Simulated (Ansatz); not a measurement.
# C2H7SSi radical: basis-set convergence

How large a basis does C2H7SSi radical need? Two functionals are run in growing sets.

Computed with Ansatz 0.2.0, Gaussian basis. Level: one geometry, several basis sets.

Levels to be run: PBE0-D4/def2-SVP; ωB97M-V/def2-SVP; PBE0-D4/def2-QZVPP; ωB97M-V/def2-QZVPP; the functionals' def2-TZVPP values are taken from earlier runs.

## 1. The geometry

All runs share one geometry, relaxed beforehand with PBE0-D4 in a triple-zeta def2 set.

SMILES `C[Si](C)S`, 11 atoms, charge 0, spin multiplicity 2.

Atoms are counted from 1 here; the program's logs count them from 0.

Bond lengths: C1–Si2 1.874 Å, C1–H5 1.092 Å, C1–H6 1.095 Å, C1–H7 1.093 Å, Si2–C3 1.878 Å, Si2–S4 2.149 Å, C3–H8 1.092 Å, C3–H9 1.093 Å, C3–H10 1.095 Å, S4–H11 1.343 Å. Angles: Si2–C1–H5 111.2°, Si2–C1–H6 110.6°, Si2–C1–H7 110.2°, H5–C1–H6 108.4°, H5–C1–H7 108.2°, H6–C1–H7 108.2°, C1–Si2–C3 111.5°, C1–Si2–S4 105.3°, C3–Si2–S4 111.4°, Si2–C3–H8 111.4°, Si2–C3–H9 110.2°, Si2–C3–H10 110.1°, H8–C3–H9 108.1°, H8–C3–H10 108.4°, H9–C3–H10 108.7°, Si2–S4–H11 95.0°.

## 2. PBE0-D4 in def2-SVP

File in.yaml:

```yaml
crystal:
  periodic: [false, false, false]
  atoms:
    - {symbol: C, position_ang: [-0.003239, 1.519923, -0.793617]}
    - {symbol: Si, position_ang: [0.199091, -0.330992, -0.578789]}
    - {symbol: C, position_ang: [0.690088, -0.770703, 1.179885]}
    - {symbol: S, position_ang: [-1.709668, -1.173074, -1.092274]}
    - {symbol: H, position_ang: [-0.309760, 1.767377, -1.811568]}
    - {symbol: H, position_ang: [-0.757499, 1.907967, -0.101548]}
    - {symbol: H, position_ang: [0.941729, 2.028739, -0.588759]}
    - {symbol: H, position_ang: [0.768812, -1.851224, 1.312901]}
    - {symbol: H, position_ang: [1.658915, -0.326517, 1.422810]}
    - {symbol: H, position_ang: [-0.056073, -0.390068, 1.884365]}
    - {symbol: H, position_ang: [-1.357096, -2.438527, -0.812808]}
basis:
  gaussian: {orbitals: def2-SVP}
magnetization: {spin_polarized: true, initial_magnetization: 1}
hamiltonian: {xc: pbe0, dispersion: d4}
output: {orbitals: {seedname: orbitals}}
```

Run with:

```
$ ansatz run in.yaml --threads 4 --pin off --events-out ev --progress --plain --max-ram 10444MiB
```

The runs that follow: ωB97M-V in def2-SVP; PBE0-D4 in def2-QZVPP; ωB97M-V in def2-QZVPP.

Before running them: what should the planned runs give, taken together? Wanted: PBE0-D4: double and triple zeta above quadruple; ωB97M-V: double and triple zeta above quadruple.

The runs gave:

```
                                       quantity          value
PBE0-D4: double and triple zeta above quadruple  9.74, 0.73 eV
ωB97M-V: double and triple zeta above quadruple  9.87, 0.70 eV
```

What this shows: PBE0-D4 gains 9.01 eV from double to triple zeta, then 0.73 eV more. Total energies overstate the basis error of differences, where much of it tends to cancel.
